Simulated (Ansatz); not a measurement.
**F₂GaHO: how energies converge with the basis set**

The task here is to estimate one member of a computed series from the others.

Method: one geometry, several basis sets; program: Ansatz 0.2.0, Gaussian basis.

Levels to be run: PBE0-D4/def2-SVP; ωB97M-V/def2-SVP; PBE0-D4/def2-QZVPP; ωB97M-V/def2-QZVPP; the functionals' def2-TZVPP values are taken from earlier runs.

## Structure used throughout

All runs share one geometry, relaxed beforehand with PBE0-D4 in a triple-zeta def2 set.

5 atoms, charge 0, spin multiplicity 1.

Atoms are counted from 1 here; the program's logs count them from 0.

Bond lengths: O1–Ga2 1.757 Å, O1–H5 0.961 Å, Ga2–F3 1.728 Å, Ga2–F4 1.738 Å. Angles: Ga2–O1–H5 112.9°, O1–Ga2–F3 120.8°, O1–Ga2–F4 122.1°, F3–Ga2–F4 117.1°.

As a file:

```xyz
5
charge 0, multiplicity 1
O     0.0212    1.3344    0.0843
Ga    0.1861   -0.4151    0.1038
F     1.4334   -1.1767    1.0266
F    -0.8827   -1.4521   -0.7919
H    -0.7081    1.6358   -0.4642
```

Set-up of the first run:

Input file in.yaml:

```yaml
crystal:
  periodic: [false, false, false]
  atoms:
    - {symbol: O, position_ang: [0.021227, 1.334424, 0.084289]}
    - {symbol: Ga, position_ang: [0.186123, -0.415058, 0.103773]}
    - {symbol: F, position_ang: [1.433421, -1.176672, 1.026604]}
    - {symbol: F, position_ang: [-0.882683, -1.452130, -0.791940]}
    - {symbol: H, position_ang: [-0.708088, 1.635835, -0.464227]}
basis:
  gaussian: {orbitals: def2-SVP}
hamiltonian: {xc: pbe0, dispersion: d4}
output: {orbitals: {seedname: orbitals}}
```

Run with:

```sh
ansatz run in.yaml --threads 4 --pin off --events-out ev --progress --plain --max-ram 10444MiB
```

Among the steps run: PBE0-D4 in def2-SVP; ωB97M-V in def2-SVP; PBE0-D4 in def2-QZVPP; ωB97M-V in def2-QZVPP.

One table of the session follows, with a row left open; its other results are not shown here.

```
functional       basis  HOMO (eV)  LUMO (eV)
   PBE0-D4    def2-SVP      -9.76      -1.64
   PBE0-D4  def2-TZVPP      -9.99      -1.78
   PBE0-D4  def2-QZVPP     -10.05      -1.91
   ωB97M-V    def2-SVP     -12.22       0.28
   ωB97M-V  def2-TZVPP     -12.49       0.12
   ωB97M-V  def2-QZVPP          ?          ?
```

**Question.** Estimate the row for ωB97M-V, def2-QZVPP.

As computed: HOMO (eV): -12.56; LUMO (eV): -0.15. In the column «HOMO (eV)» it is the lowest.
